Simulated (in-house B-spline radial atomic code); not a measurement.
# Tl⁹⁺: excited configurations in jj coupling

How much energy does it take to promote electrons of Tl⁹⁺ to other shells? Each configuration is solved by itself and compared with the reference.

Program: in-house B-spline radial atomic code version 1. Level of theory: Dirac-Hartree-Fock, average of configuration, Fermi nucleus, basis-set limit. These are calculated values, not measurements, unless marked.

## Step 1: The atom as given

| Property | Result |
| --- | --- |
| element | thallium (Z = 81) |
| charge | +9 |
| electrons | 72 |
| configuration | 1s2 2s2 2p6 3s2 3p6 3d10 4s2 4p6 4d10 4f14 5s2 5p6 5d-4 |
| Hamiltonian | Dirac-Coulomb |
| nucleus | Fermi, rms radius 5.476 fm |

In configurations, a minus sign after the shell means j = l − 1/2 and a plus sign j = l + 1/2; the count of electrons follows.

Settings, as recorded:

```ini
Z = 81
electrons = 72.0
configuration = 1s2 2s2 2p6 3s2 3p6 3d10 4s2 4p6 4d10 4f14 5s2 5p6 5d-4
hamiltonian = dirac
method = hf
spin_polarised = False
nucleus = fermi
rms_radius = 5.4759
mass_number = 205
atomic_mass = 204.974427318
speed_of_light = 137.035999084
```

The reference is known from an earlier run: -20252.979097 hartree in all. Up to eight levels, counted from the top:

| orbital | occupation | energy (eV) | <r> (bohr) |
| --- | --- | --- | --- |
| 4d3/2 | 4 | -578.83 | 0.4315 |
| 4d5/2 | 6 | -555.59 | 0.4432 |
| 5s1/2 | 2 | -293.08 | 0.8649 |
| 4f5/2 | 6 | -288.43 | 0.4594 |
| 4f7/2 | 8 | -282.96 | 0.4638 |
| 5p1/2 | 2 | -249.96 | 0.9163 |
| 5p3/2 | 4 | -220.55 | 0.9829 |
| 5d3/2 | 4 | -157.96 | 1.134 |

## Step 2: Configuration 1s2 2s2 2p6 3s2 3p6 3d10 4s2 4p6 4d-3 4d+6 4f14 5s2 5p6 5d-4 8g-1

Settings, as recorded:

```ini
Z = 81
electrons = 72.0
configuration = 1s2 2s2 2p6 3s2 3p6 3d10 4s2 4p6 4d-3 4d+6 4f14 5s2 5p6 5d-4 8g-1
hamiltonian = dirac
method = hf
spin_polarised = False
nucleus = fermi
rms_radius = 5.4759
mass_number = 205
atomic_mass = 204.974427318
speed_of_light = 137.035999084
```

## Step 3: Run with 1s2 2s2 2p6 3s2 3p6 3d10 4s2 4p6 4d-4 4d+5 4f14 5s2 5p6 5d-3 5d+1 9p-1

Settings, as recorded:

```ini
Z = 81
electrons = 72.0
configuration = 1s2 2s2 2p6 3s2 3p6 3d10 4s2 4p6 4d-4 4d+5 4f14 5s2 5p6 5d-3 5d+1 9p-1
hamiltonian = dirac
method = hf
spin_polarised = False
nucleus = fermi
rms_radius = 5.4759
mass_number = 205
atomic_mass = 204.974427318
speed_of_light = 137.035999084
```

## Step 4: 1s2 2s2 2p6 3s2 3p6 3d10 4s2 4p6 4d-3 4d+6 4f14 5s2 5p6 5d-3 5d+1 6s1

Settings, as recorded:

```ini
Z = 81
electrons = 72.0
configuration = 1s2 2s2 2p6 3s2 3p6 3d10 4s2 4p6 4d-3 4d+6 4f14 5s2 5p6 5d-3 5d+1 6s1
hamiltonian = dirac
method = hf
spin_polarised = False
nucleus = fermi
rms_radius = 5.4759
mass_number = 205
atomic_mass = 204.974427318
speed_of_light = 137.035999084
```

## Step 5: Run with 1s2 2s2 2p6 3s2 3p6 3d10 4s2 4p6 4d10 4f14 5s2 5p6 5d+3 7f+1

Settings, as recorded:

```ini
Z = 81
electrons = 72.0
configuration = 1s2 2s2 2p6 3s2 3p6 3d10 4s2 4p6 4d10 4f14 5s2 5p6 5d+3 7f+1
hamiltonian = dirac
method = hf
spin_polarised = False
nucleus = fermi
rms_radius = 5.4759
mass_number = 205
atomic_mass = 204.974427318
speed_of_light = 137.035999084
```

## Step 6: 1s2 2s2 2p6 3s2 3p6 3d10 4s2 4p6 4d10 4f14 5s2 5p-2 5p+3 5d-4 7d-1

Changes to the settings of step 5:

```diff
@@ -2,3 +2,3 @@
 electrons = 72.0
-configuration = 1s2 2s2 2p6 3s2 3p6 3d10 4s2 4p6 4d10 4f14 5s2 5p6 5d+3 7f+1
+configuration = 1s2 2s2 2p6 3s2 3p6 3d10 4s2 4p6 4d10 4f14 5s2 5p-2 5p+3 5d-4 7d-1
 hamiltonian = dirac
```

## Step 7: Configuration 1s2 2s2 2p6 3s2 3p6 3d10 4s2 4p6 4d10 4f14 5s2 5p6 5d-2 5d+1 7g-1

Settings, as recorded:

```ini
Z = 81
electrons = 72.0
configuration = 1s2 2s2 2p6 3s2 3p6 3d10 4s2 4p6 4d10 4f14 5s2 5p6 5d-2 5d+1 7g-1
hamiltonian = dirac
method = hf
spin_polarised = False
nucleus = fermi
rms_radius = 5.4759
mass_number = 205
atomic_mass = 204.974427318
speed_of_light = 137.035999084
```

How far above the reference does each configuration lie (order and size, in eV)?

As calculated:

| net move | configuration | energy above the reference (eV) | with Breit, QED, recoil (eV) | largest <r> (bohr) |
| --- | --- | --- | --- | --- |
| 4×5d3/2 → 3×5d5/2, 7f7/2 | 1s2 2s2 2p6 3s2 3p6 3d10 4s2 4p6 4d10 4f14 5s2 5p6 5d+3 7f+1 | 128.55 | 128.35 | 4.69 |
| 2×5d3/2 → 5d5/2, 7g7/2 | 1s2 2s2 2p6 3s2 3p6 3d10 4s2 4p6 4d10 4f14 5s2 5p6 5d-2 5d+1 7g-1 | 132.37 | 132.27 | 6.06 |
| 5p3/2 → 7d3/2 | 1s2 2s2 2p6 3s2 3p6 3d10 4s2 4p6 4d10 4f14 5s2 5p-2 5p+3 5d-4 7d-1 | 167.82 | 167.63 | 3.73 |
| 4d3/2, 5d3/2 → 5d5/2, 6s | 1s2 2s2 2p6 3s2 3p6 3d10 4s2 4p6 4d-3 4d+6 4f14 5s2 5p6 5d-3 5d+1 6s1 | 450.20 | 449.70 | 1.72 |
| 4d5/2, 5d3/2 → 5d5/2, 9p1/2 | 1s2 2s2 2p6 3s2 3p6 3d10 4s2 4p6 4d-4 4d+5 4f14 5s2 5p6 5d-3 5d+1 9p-1 | 520.97 | 520.67 | 6.50 |
| 4d3/2 → 8g7/2 | 1s2 2s2 2p6 3s2 3p6 3d10 4s2 4p6 4d-3 4d+6 4f14 5s2 5p6 5d-4 8g-1 | 548.65 | 548.04 | 8.21 |

**Reading.** At the bottom stands 4×5d3/2 → 3×5d5/2, 7f7/2 (128.55 eV), at the top 4d3/2 → 8g7/2 (548.65 eV). 4 of them lie more than 2 % above the ionisation threshold that Koopmans' theorem gives (157.96 eV), where such states can decay by emitting an electron. Two partly filled shells share a symmetry and can mix in the average, which may lower the energy, for: 4d3/2, 5d3/2 → 5d5/2, 6s; 4d5/2, 5d3/2 → 5d5/2, 9p1/2. These are averages over configurations, without correlation, not spectroscopic levels.
